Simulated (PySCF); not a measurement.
# VFCl3: EPR parameters at several levels of theory

How much do the EPR parameters of VFCl3 (`[F][V]([Cl])([Cl])[Cl]`) depend on the level of theory, and what does each level cost?

Programs: PySCF 2.14.0, with density-fitted response routines of our own. Each step states its level of theory. These are calculated values for one molecule in the gas phase, unless marked as measured. Atoms count from 0, in the outputs and in this text.

### Step 1. The starting structure

5 atoms, charge 0, multiplicity 2; geometry from: GFN2-xTB. The atoms were then displaced at random by about 0.03 Å, so the start is not that level's minimum.

Bonds of the start (Å): V0–F1 1.60, V0–Cl2 1.98, V0–Cl3 2.06, V0–Cl4 2.08.

### Step 2. Optimising the geometry at PBE0-D3(BJ)/def2-SVP

Job settings and geometry (Å):

```
{"job": {"xc": "PBE0", "basis": "def2-SVP", "d3": "d3bj", "grid": 1, "maxiter": 40, "shake": 0.03, "kind": "geom"}, "charge": 0, "multiplicity": 2}
V     -0.001150     0.031080     0.210070
F      0.093830    -0.203930     1.791510
Cl     1.795870     0.050590    -0.626570
Cl    -0.834390     1.615350    -0.806000
Cl    -0.979300    -1.603580    -0.631140
```

The run is started by

```bash
OMP_NUM_THREADS=1 python probes_run.py task.json out
```

One launch serves the whole session: the jobs run in the order shown.

What it wrote:

```text
step   0  E = -2423.23489836  max force = 0.085395
step   1  E = -2423.25725405  max force = 0.012944
step   2  E = -2423.25824092  max force = 0.004395
step   3  E = -2423.25861070  max force = 0.001039
step   4  E = -2423.25864314  max force = 0.001223
step   5  E = -2423.25865000  max force = 0.000626
step   6  E = -2423.25864513  max force = 0.000277
step   7  E = -2423.25864858  max force = 0.000441
optimisation converged
```

It took 2 min on 1 thread of Arm Neoverse V1, shared host; peak memory 0.42 GiB.

Step by step:

```
step  energy from step 0 (eV)  largest force component (eV/Å)
   0                   0.0000                          4.3912
   1                  -0.6083                          0.6656
   2                  -0.6352                          0.2260
   3                  -0.6452                          0.0534
   4                  -0.6461                          0.0629
   5                  -0.6463                          0.0322
   6                  -0.6462                          0.0142
   7                  -0.6463                          0.0227
```

Close pairs (by a distance rule), those that changed most:

```
  bond  before (Å)  after (Å)  change (Å)
V0–Cl2       1.982      2.128      +0.145
 V0–F1       1.602      1.692      +0.090
V0–Cl3       2.058      2.123      +0.064
V0–Cl4       2.082      2.127      +0.045
```

The final coordinates are the input of the step that follows.

```
                         at the end point                value
  point group (found at 0.08 Å tolerance)                   Cs
rotational constants (GHz, main isotopes)  1.649, 1.630, 1.224
                        dipole moment (D)                 0.39
                                     ⟨S²⟩                0.761
```

### Step 3. EPR parameters: PBE0/def2-TZVP-core+IGLO-III

Job settings and geometry (Å):

```
{"job": {"kind": "epr"}, "charge": 0, "multiplicity": 2}
V     -0.005960     0.008262     0.113515
F     -0.029610    -0.180708     1.794676
Cl     2.019964     0.026998    -0.536181
Cl    -0.944766     1.727576    -0.704045
Cl    -0.964768    -1.692619    -0.730096
```

Level: UKS PBE0, IGLO-III on Cl F, def2-TZVP-core on V, non-relativistic, mean-field spin-orbit, GIAO.

What it wrote:

```text
starts in def2-SVP, energy above the lowest (Eh): 0.00000 0.00000 0.00000 0.00000 0.00003
UKS, coarse grid
  cycle   1  E = -2404.86144594  |g| = 1.02e+01
  cycle   2  E = -2293.92339708  |g| = 1.02e+01
  cycle   3  E = -2371.53341164  |g| = 1.03e+01
  cycle   4  E = -2394.73125691  |g| = 6.99e+00
  cycle   5  E = -2416.53900375  |g| = 3.76e+00
  cycle   6  E = -2421.59594293  |g| = 2.27e+00
  cycle   7  E = -2423.45270521  |g| = 1.06e+00
  cycle   8  E = -2423.45429934  |g| = 1.32e+00
  cycle   9  E = -2423.91540917  |g| = 4.00e-01
  cycle  10  E = -2423.96228727  |g| = 2.05e-01
  cycle  11  E = -2423.97743265  |g| = 4.57e-02
  cycle  12  E = -2423.97824115  |g| = 1.68e-02
  cycle  13  E = -2423.97846580  |g| = 8.01e-03
  cycle  14  E = -2423.97855953  |g| = 4.59e-03
  cycle  15  E = -2423.97863209  |g| = 2.57e-03
  cycle  16  E = -2423.97867895  |g| = 1.48e-03
  cycle  17  E = -2423.97869602  |g| = 8.85e-04
  cycle  18  E = -2423.97870080  |g| = 6.24e-04
UKS, final grid
  cycle   1  E = -2423.97866563  |g| = 9.07e-04
  cycle   2  E = -2423.97866439  |g| = 2.85e-03
  cycle   3  E = -2423.97866750  |g| = 5.52e-04
  cycle   4  E = -2423.97866813  |g| = 4.06e-04
  cycle   5  E = -2423.97867005  |g| = 3.99e-04
  cycle   6  E = -2423.97867227  |g| = 3.63e-04
  cycle   7  E = -2423.97867459  |g| = 3.42e-04
  cycle   8  E = -2423.97867687  |g| = 3.29e-04
  cycle   9  E = -2423.97868593  |g| = 3.00e-04
  cycle  10  E = -2423.97869159  |g| = 2.62e-04
  cycle  11  E = -2423.97869451  |g| = 2.52e-04
  cycle  12  E = -2423.97869961  |g| = 3.26e-04
  cycle  13  E = -2423.97870327  |g| = 2.22e-04
  cycle  14  E = -2423.97870408  |g| = 1.72e-04
  cycle  15  E = -2423.97870505  |g| = 1.70e-04
  cycle  16  E = -2423.97870545  |g| = 8.75e-05
  cycle  17  E = -2423.97870549  |g| = 5.98e-05
  cycle  18  E = -2423.97870553  |g| = 5.74e-05
  cycle  19  E = -2423.97870554  |g| = 1.82e-05
  cycle  20  E = -2423.97870554  |g| = 2.10e-05
E = -2423.97870554 Eh   <S^2> = 0.7596 (exact 0.7500)
g shifts (ppm)      1          2          3
  rmc          -552       -552       -552
  gc             70         66         49
  oz_so      -48023     -45049     -22012
  total      -48505     -45532     -22512
hyperfine (MHz)  atom isotope    a_iso     a_fc   dipolar eigenvalues
    0   51V    -150.06    -129.57   -146.96    -24.52    171.48
    1   19F       9.59       1.77    -60.34    -55.80    116.14
    2  35Cl      -0.66      -0.26    -12.76    -10.52     23.28
    3  35Cl      -0.80      -0.86     -9.23     -6.31     15.54
    4  35Cl      -0.67      -0.16    -13.05    -11.27     24.33
```

Wall time 3.3 min (1 thread of Arm Neoverse V1, shared host); peak memory 1 GiB.

Principal g values 1.95381, 1.95679, 1.97981; g(iso) = 1.96347, against 2.00232 for a free electron.

Mean a(iso) over the nuclei that a row names, and the largest dipolar term of the row (other rows stand at the frozen geometry):

```
       nuclei  isotope  a(iso) (MHz)  a(iso) (G, at g = 2.0023)  largest dipolar term (MHz)
           V0      51V        -150.1                      -53.5                       171.5
           F1      19F           9.6                        3.4                       116.1
Cl2, Cl3, Cl4     35Cl          -0.7                       -0.3                        24.3
```

Mulliken spin populations:

```
atom  value (e)
  V0       1.03
  F1      -0.01
 Cl2       0.00
 Cl3      -0.02
 Cl4       0.00
```

In first order the couplings over 0.8 MHz of 51V, 19F give 16 distinct lines over 378.2 G, if the averaged nuclei exchange fast.

The fields below are evaluated on a grid from the run's orbitals.

ELF in a plane through or near 2 of the atoms.

Ten even steps from ' ' (0.00) to '@' (0.86):
```
                                                        
                                                        
                                                        
              ..::--------::                            
            --++**##%%####++--..                        
          ::++##%%@@@@@@%%##==..                        
          ::**%%@@@@@@@@@@##--..                        
          ::++##%%@@@@%%**--        ::------..          
          ..--++**##++--::--==::  ..++******==::..      
              ....::..==@@**####::::%%%%%%%%**==::      
              ..::::..::##++%%@@--==%%@@@@@@##++--..    
          ..==**##%%##==--====--..==%%@@@@%%##++::      
        ..--##%%@@@@%%@@%%++..  ..--####%%##++--..      
        ..==%%@@@@====--%%@@++::  ..--++++==--..        
        ..==%%@@@@++==::%%@@##--      ......            
          ::**%%@@@@@@@@@@@@**--                        
            ::==**##%%%%##++--..                        
              ..::--==----::                            
                                                        
                                                        
```
The map spans 8.9 Å across and 8.8 Å up, centred on the molecule. Atoms in the plane (x, y in Å): V0 (0.0, 0.0), Cl3 (-1.1, -1.8).

On the surface of density 0.002 e/bohr³ the electrostatic potential runs, from the 1st to the 99th percentile, from -0.34 V near F1 to 1.70 V near V0.

The spin density lies nearest to V0 80 %; Cl2, Cl4 about 6 % each (both signs).

### Step 4. EPR parameters: PBE/def2-TZVP-core+IGLO-III

Same as in step 3 but for these lines:

```diff
@@ -1,2 +1,2 @@
-{"job": {"kind": "epr"}, "charge": 0, "multiplicity": 2}
+{"job": {"kind": "epr", "xc": "PBE"}, "charge": 0, "multiplicity": 2}
 V     -0.005960     0.008262     0.113515
```

With the program's defaults for keys left out, this is: UKS PBE, IGLO-III on Cl F, def2-TZVP-core on V, non-relativistic, mean-field spin-orbit, GIAO.

What it wrote:

```text
starts in def2-SVP, energy above the lowest (Eh): 0.00000 0.00000 0.00000
UKS, coarse grid
  cycle   1  E = -2399.43167602  |g| = 1.13e+01
  cycle   2  E = -2268.03079769  |g| = 1.11e+01
  cycle   3  E = -2362.80508176  |g| = 1.08e+01
  cycle   4  E = -2390.47568339  |g| = 6.98e+00
  cycle   5  E = -2418.68285548  |g| = 2.93e+00
  cycle   6  E = -2387.95750018  |g| = 7.91e+00
  cycle   7  E = -2414.82984129  |g| = 5.61e+00
  cycle   8  E = -2420.68495646  |g| = 2.57e+00
  cycle   9  E = -2414.10312340  |g| = 5.55e+00
  cycle  10  E = -2420.81339900  |g| = 3.20e+00
[... 4 cycles left out ...]
  cycle  15  E = -2423.89578101  |g| = 6.75e-02
  cycle  16  E = -2423.89760920  |g| = 2.50e-02
  cycle  17  E = -2423.89784005  |g| = 1.92e-02
  cycle  18  E = -2423.89799202  |g| = 6.44e-03
  cycle  19  E = -2423.89800101  |g| = 7.64e-03
  cycle  20  E = -2423.89803371  |g| = 5.77e-03
  cycle  21  E = -2423.89805135  |g| = 4.44e-03
  cycle  22  E = -2423.89806414  |g| = 2.67e-03
  cycle  23  E = -2423.89806660  |g| = 1.94e-03
  cycle  24  E = -2423.89807157  |g| = 7.68e-04
UKS, final grid
  cycle   1  E = -2423.89801557  |g| = 2.70e-03
  cycle   2  E = -2423.89791892  |g| = 1.61e-02
  cycle   3  E = -2423.89801653  |g| = 2.38e-03
  cycle   4  E = -2423.89801893  |g| = 3.50e-04
  cycle   5  E = -2423.89801899  |g| = 3.57e-04
  cycle   6  E = -2423.89801916  |g| = 2.02e-04
  cycle   7  E = -2423.89801932  |g| = 1.57e-04
  cycle   8  E = -2423.89801938  |g| = 9.66e-05
  cycle   9  E = -2423.89801939  |g| = 2.57e-05
E = -2423.89801939 Eh   <S^2> = 0.7569 (exact 0.7500)
g shifts (ppm)      1          2          3
  rmc          -525       -525       -525
  gc             42         78         60
  oz_so      -40300     -38057     -15137
  total      -40782     -38504     -15600
hyperfine (MHz)  atom isotope    a_iso     a_fc   dipolar eigenvalues
    0   51V    -124.35    -106.88   -140.31    -18.86    159.17
    1   19F       9.52       0.85    -58.30    -51.62    109.92
    2  35Cl      -1.79      -1.41    -12.43    -11.44     23.87
    3  35Cl      -0.53      -0.78     -8.05     -7.06     15.11
    4  35Cl      -1.95      -1.42    -13.01    -12.41     25.41
```

It took 77 s on 1 thread of Arm Neoverse V1, shared host; peak memory 0.83 GiB.

Key values: g(iso) 1.97069.

### Step 5. EPR parameters: B3LYP/def2-TZVP-core+IGLO-III

Same as in step 4 but for these lines:

```diff
@@ -1,2 +1,2 @@
-{"job": {"kind": "epr", "xc": "PBE"}, "charge": 0, "multiplicity": 2}
+{"job": {"kind": "epr", "xc": "B3LYP"}, "charge": 0, "multiplicity": 2}
 V     -0.005960     0.008262     0.113515
```

With the program's defaults for keys left out, this is: UKS B3LYP, IGLO-III on Cl F, def2-TZVP-core on V, non-relativistic, mean-field spin-orbit, GIAO.

What it wrote:

```text
starts in def2-SVP, energy above the lowest (Eh): 0.00000 0.00000 0.00000 0.00000
UKS, coarse grid
  cycle   1  E = -2403.81138939  |g| = 1.05e+01
  cycle   2  E = -2290.43152124  |g| = 1.05e+01
  cycle   3  E = -2372.49039755  |g| = 1.01e+01
  cycle   4  E = -2398.73039538  |g| = 6.37e+00
  cycle   5  E = -2418.69963387  |g| = 2.92e+00
  cycle   6  E = -2372.31804355  |g| = 8.97e+00
  cycle   7  E = -2423.18861720  |g| = 1.76e+00
  cycle   8  E = -2424.31667794  |g| = 1.04e+00
  cycle   9  E = -2424.56583016  |g| = 7.03e-01
  cycle  10  E = -2424.74009250  |g| = 3.71e-01
  cycle  11  E = -2424.79294918  |g| = 1.78e-01
  cycle  12  E = -2424.80707214  |g| = 6.43e-02
  cycle  13  E = -2424.80784868  |g| = 5.24e-02
  cycle  14  E = -2424.80901724  |g| = 9.69e-03
  cycle  15  E = -2424.80915682  |g| = 4.08e-03
  cycle  16  E = -2424.80926323  |g| = 3.03e-03
  cycle  17  E = -2424.80932199  |g| = 1.83e-03
  cycle  18  E = -2424.80934769  |g| = 1.22e-03
  cycle  19  E = -2424.80935598  |g| = 1.14e-03
  cycle  20  E = -2424.80936528  |g| = 1.05e-03
  cycle  21  E = -2424.80937291  |g| = 9.03e-04
UKS, final grid
  cycle   1  E = -2424.80935179  |g| = 9.36e-04
  cycle   2  E = -2424.80935693  |g| = 1.71e-03
  cycle   3  E = -2424.80935883  |g| = 8.53e-04
  cycle   4  E = -2424.80936299  |g| = 8.27e-04
  cycle   5  E = -2424.80938631  |g| = 7.47e-04
  cycle   6  E = -2424.80942437  |g| = 7.18e-04
  cycle   7  E = -2424.80942978  |g| = 6.54e-04
  cycle   8  E = -2424.80944136  |g| = 6.66e-04
  cycle   9  E = -2424.80948953  |g| = 1.33e-03
  cycle  10  E = -2424.80949354  |g| = 5.35e-04
  cycle  11  E = -2424.80950375  |g| = 1.99e-03
  cycle  12  E = -2424.80950432  |g| = 1.40e-03
  cycle  13  E = -2424.80950555  |g| = 1.40e-03
  cycle  14  E = -2424.80950399  |g| = 4.24e-04
  cycle  15  E = -2424.80950720  |g| = 3.50e-04
  cycle  16  E = -2424.80950762  |g| = 1.26e-04
  cycle  17  E = -2424.80950775  |g| = 1.11e-04
  cycle  18  E = -2424.80950791  |g| = 5.96e-05
  cycle  19  E = -2424.80950796  |g| = 3.15e-05
  cycle  20  E = -2424.80950797  |g| = 1.72e-05
E = -2424.80950797 Eh   <S^2> = 0.7580 (exact 0.7500)
g shifts (ppm)      1          2          3
  rmc          -555       -555       -555
  gc             72         64         53
  oz_so      -45404     -38364     -19598
  total      -45887     -38853     -20097
hyperfine (MHz)  atom isotope    a_iso     a_fc   dipolar eigenvalues
    0   51V    -127.41    -108.51   -148.82    -24.83    173.64
    1   19F      12.12       4.93    -60.47    -55.83    116.30
    2  35Cl       0.03       0.37    -12.72    -10.99     23.71
    3  35Cl      -0.12      -0.21     -9.24     -6.59     15.83
    4  35Cl       0.03       0.47    -12.89    -11.94     24.83
```

It took 3.5 min on 1 thread of Arm Neoverse V1, shared host; peak memory 0.99 GiB.

This run: g(iso) 1.96737.

### Step 6. g tensor and hyperfine couplings: BHandHLYP/def2-TZVP-core+IGLO-III

Same as in step 5 but for these lines:

```diff
@@ -1,2 +1,2 @@
-{"job": {"kind": "epr", "xc": "B3LYP"}, "charge": 0, "multiplicity": 2}
+{"job": {"kind": "epr", "xc": "BHandHLYP"}, "charge": 0, "multiplicity": 2}
 V     -0.005960     0.008262     0.113515
```

With the program's defaults for keys left out, this is: UKS BHandHLYP, IGLO-III on Cl F, def2-TZVP-core on V, non-relativistic, mean-field spin-orbit, GIAO.

What it wrote:

```text
starts in def2-SVP, energy above the lowest (Eh): 0.00000 0.00000 0.00000
UKS, coarse grid
  cycle   1  E = -2411.88769162  |g| = 8.88e+00
  cycle   2  E = -2344.31705239  |g| = 1.03e+01
  cycle   3  E = -2389.12936630  |g| = 8.93e+00
  cycle   4  E = -2415.91469996  |g| = 3.79e+00
  cycle   5  E = -2390.50653612  |g| = 7.26e+00
  cycle   6  E = -2422.61190099  |g| = 1.87e+00
  cycle   7  E = -2419.56645330  |g| = 4.38e+00
  cycle   8  E = -2424.35695738  |g| = 8.16e-01
  cycle   9  E = -2424.58698153  |g| = 3.45e-01
  cycle  10  E = -2424.62829810  |g| = 7.15e-02
  cycle  11  E = -2424.63023386  |g| = 4.28e-02
  cycle  12  E = -2424.63106556  |g| = 1.62e-02
  cycle  13  E = -2424.63131500  |g| = 5.28e-03
  cycle  14  E = -2424.63139816  |g| = 3.73e-03
  cycle  15  E = -2424.63144494  |g| = 2.80e-03
  cycle  16  E = -2424.63151115  |g| = 2.00e-03
  cycle  17  E = -2424.63155391  |g| = 1.39e-03
  cycle  18  E = -2424.63157538  |g| = 9.61e-04
  cycle  19  E = -2424.63158203  |g| = 6.71e-04
UKS, final grid
  cycle   1  E = -2424.63156091  |g| = 1.15e-03
  cycle   2  E = -2424.63155895  |g| = 2.96e-03
  cycle   3  E = -2424.63156218  |g| = 3.63e-04
  cycle   4  E = -2424.63156263  |g| = 3.38e-04
  cycle   5  E = -2424.63156390  |g| = 2.20e-04
  cycle   6  E = -2424.63156434  |g| = 1.88e-04
  cycle   7  E = -2424.63156477  |g| = 1.52e-04
  cycle   8  E = -2424.63156518  |g| = 1.30e-04
  cycle   9  E = -2424.63156533  |g| = 1.23e-04
  cycle  10  E = -2424.63156553  |g| = 1.19e-04
  cycle  11  E = -2424.63156576  |g| = 1.17e-04
  cycle  12  E = -2424.63156638  |g| = 1.11e-04
  cycle  13  E = -2424.63156706  |g| = 1.00e-04
  cycle  14  E = -2424.63156800  |g| = 8.58e-05
  cycle  15  E = -2424.63156841  |g| = 7.83e-05
  cycle  16  E = -2424.63156898  |g| = 5.73e-05
  cycle  17  E = -2424.63156928  |g| = 4.46e-05
  cycle  18  E = -2424.63156938  |g| = 3.19e-05
  cycle  19  E = -2424.63156941  |g| = 2.47e-05
  cycle  20  E = -2424.63156942  |g| = 2.02e-05
  cycle  21  E = -2424.63156943  |g| = 1.37e-05
E = -2424.63156943 Eh   <S^2> = 0.7604 (exact 0.7500)
g shifts (ppm)      1          2          3
  rmc          -580       -580       -580
  gc             79         95         21
  oz_so      -56487     -44957     -25421
  total      -56987     -45439     -25977
hyperfine (MHz)  atom isotope    a_iso     a_fc   dipolar eigenvalues
    0   51V    -149.59    -127.57   -155.65    -30.98    186.62
    1   19F      10.81       5.58    -64.92    -53.68    118.60
    2  35Cl       1.06       1.36    -13.46     -9.00     22.45
    3  35Cl      -0.75      -0.58    -11.16     -4.93     16.09
    4  35Cl       1.18       1.53    -13.60     -9.53     23.13
```

Run time: 3.7 min. Hardware: 1 thread of Arm Neoverse V1, shared host; peak memory 0.99 GiB.

In short: g(iso) 1.95952.

### Step 7. Side by side: EPR parameters

g, ⟨S²⟩ and isotropic hyperfine couplings (MHz), with basis size and wall time:

```
                              run   g(iso)   ⟨S²⟩  51V V0  19F F1  35Cl Cl2 (mean)  functions     time
     PBE0/def2-TZVP-core+IGLO-III  1.96347  0.760  -150.1     9.6             -0.7        247  3.3 min
      PBE/def2-TZVP-core+IGLO-III  1.97069  0.757  -124.4     9.5             -1.4        247     77 s
    B3LYP/def2-TZVP-core+IGLO-III  1.96737  0.758  -127.4    12.1              0.0        247  3.5 min
BHandHLYP/def2-TZVP-core+IGLO-III  1.95952  0.760  -149.6    10.8              0.5        247  3.7 min
```

### Step 8. Results

| quantity | value |
| --- | --- |
| point group | Cs |
| rotational constants (main isotopes) | 1.65, 1.63, 1.22 GHz |
| g(iso) (PBE0) | 1.96347 |
| ⟨S²⟩ | 0.760 (exact 0.75) |
| largest a(iso) (averaged by class) | 51V on V0, -150.1 MHz |
| surface potential, 1st and 99th percentile | -0.34 V and 1.70 V |

In words: Single values in the summary come from the first run of each kind that ended normally (PBE0/def2-TZVP-core+IGLO-III), which need not be the best level. The start was shaken at random, so part of the energy gained undoes that. Relaxing lowered the energy by 0.646 eV in 7 steps; the close pair that moved most is V0–Cl2, from 1.982 to 2.128 Å. V0 carries the largest spin population, 1.03 e. The isotropic g lies 38.8 ppt below the free-electron value. DFT tends to give too small g shifts for metal centres. The coupling of 51V on V0 runs from -150.1 (PBE0/def2-TZVP-core+IGLO-III) to -124.4 MHz (PBE/def2-TZVP-core+IGLO-III).
